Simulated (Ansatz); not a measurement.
# Al2O3: the cost of one run

Computed with Ansatz 0.2.0 (DFT r2SCAN, scalar-relativistic, plane waves, PAW, unless a step's input says otherwise).

1 further run of the same task is left out (set aside as unsound or not needed).

## (1) The system as given

It takes space group R-3c (No. 167, trigonal). The conventional cell has a = 4.759 Å, b = 4.759 Å, c = 12.995 Å, α = 90.00°, β = 90.00°, γ = 120.00°. Around Al (site symmetry 3) lie 6 O at 1.86 to 1.97 Å. Around O (site symmetry 2) lie 4 Al at 1.86 to 1.97 Å.

As a file:

```
CELL_PARAMETERS angstrom
2.37947 1.37379 4.33176
-2.37947 1.37379 4.33176
0.00000 -2.74757 4.33176
ATOMIC_POSITIONS crystal
Al 0.35192 0.35192 0.35192
Al 0.14808 0.14808 0.14808
Al 0.64808 0.64808 0.64808
Al 0.85192 0.85192 0.85192
O 0.55634 0.94366 0.25000
O 0.25000 0.55634 0.94366
O 0.94366 0.25000 0.55634
O 0.44366 0.05634 0.75000
O 0.75000 0.44366 0.05634
O 0.05634 0.75000 0.44366
```

This cell was relaxed beforehand with the same method: volume 8.50 Å³/atom, gap on the mesh 7.14 eV.

## (2) Electronic structure at the relaxed geometry

File input.yaml:

```yaml
crystal:
  lattice:
    - [2.3794687075, 1.3737868988, 4.3317584907]
    - [-2.3794687075, 1.3737868988, 4.3317584907]
    - [0.0, -2.7475737976, 4.3317584906]
  atoms:
    - { symbol: Al, position: [0.3519237653, 0.3519237653, 0.3519237653] }
    - { symbol: Al, position: [0.1480762347, 0.1480762347, 0.1480762347] }
    - { symbol: Al, position: [0.6480762347, 0.6480762347, 0.6480762347] }
    - { symbol: Al, position: [0.8519237653, 0.8519237653, 0.8519237653] }
    - { symbol: O, position: [0.5563371803, 0.9436628197, 0.25] }
    - { symbol: O, position: [0.25, 0.5563371803, 0.9436628197] }
    - { symbol: O, position: [0.9436628197, 0.25, 0.5563371803] }
    - { symbol: O, position: [0.4436628197, 0.0563371803, 0.75] }
    - { symbol: O, position: [0.75, 0.4436628197, 0.0563371803] }
    - { symbol: O, position: [0.0563371803, 0.75, 0.4436628197] }
basis:
  ecutwfc: 500
kpoints:
  mp_grid: { grid: [6, 6, 6] }
  band_path:
    path:
      - [[0.0, 0.0, 0.0], [0.5, 0.5, 0.5], [0.76628021, 0.23371979, 0.5]]
      - [[0.5, -0.23371979, 0.23371979], [0.5, 0.0, 0.0], [0.0, 0.0, 0.0], [0.36685989, -0.36685989, 0.0]]
      - [[0.63314011, 0.0, 0.36685989], [0.5, 0.0, 0.5], [0.0, 0.0, 0.0]]
    npoints: 14
hamiltonian:
  xc: r2scan
scf:
  occupations: { method: gaussian, width: 0.02 }
  n_extra_bands: 25
output:
  forces: true
  stress: true
  eigenvalues: true
  populations: true
  dos: { projected: true, de: 0.02, nscf_kmesh: { grid: [9, 9, 9] } }
  bader: true
  write_density: true
  write_potential: true
  elf: true
  volumetric_format: npy
```

Run with:

```sh
> ansatz run input.yaml --threads 2 --pin off --max-ram 5120MiB --backend cpu --events-out ev --progress --plain --runs-dir out
```

What time and memory should one allow on 2 threads of Arm Neoverse V2, shared host?

About 71 s, with a peak of 0.71 GiB.
